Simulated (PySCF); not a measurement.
# C4H7FO2S: the cost of one run

Computed with PySCF 2.14.0 and routines of our own; the level stands in each step. Atoms count from 0.

### 1 The starting structure

15 atoms, charge 0, multiplicity 1; geometry from: GFN2-xTB.

### 2 Magnetic properties: GIAO HF/pcSseg-1

What the job is given:

```
{"job": {"kind": "mag", "xc": "HF", "basis": "pcSseg-1", "isotopologues": 2}, "charge": 0, "multiplicity": 1}
C      2.594910     0.317220    -0.033339
C      1.232974    -0.264963    -0.145778
C      0.249624    -0.104963     0.718441
S     -1.322931    -0.873045     0.392159
O     -1.186871    -1.832648    -0.664452
O     -1.932601    -1.293539     1.623435
C     -2.353998     0.535858    -0.234304
F     -1.579780     1.260252    -1.083524
H      2.705946     0.898895     0.877666
H      2.787344     0.956340    -0.893563
H      3.337170    -0.479183    -0.045821
H      1.032525    -0.876122    -1.016331
H      0.288461     0.456049     1.633787
H     -3.211857     0.143154    -0.779276
H     -2.645331     1.164686     0.606367
```

Method: GIAO HF/pcSseg-1 magnetisability, rotational g tensor and spin-rotation constants, non-relativistic, gas phase.

The run is started by

```sh
> OMP_NUM_THREADS=1 python excited_run.py task.json out
```

This one command runs all jobs of the session in turn.

Q: Estimate the wall time and peak memory of this first job on 1 thread of Arm Neoverse V2, shared host.

About 13 s, with a peak of 0.76 GiB.
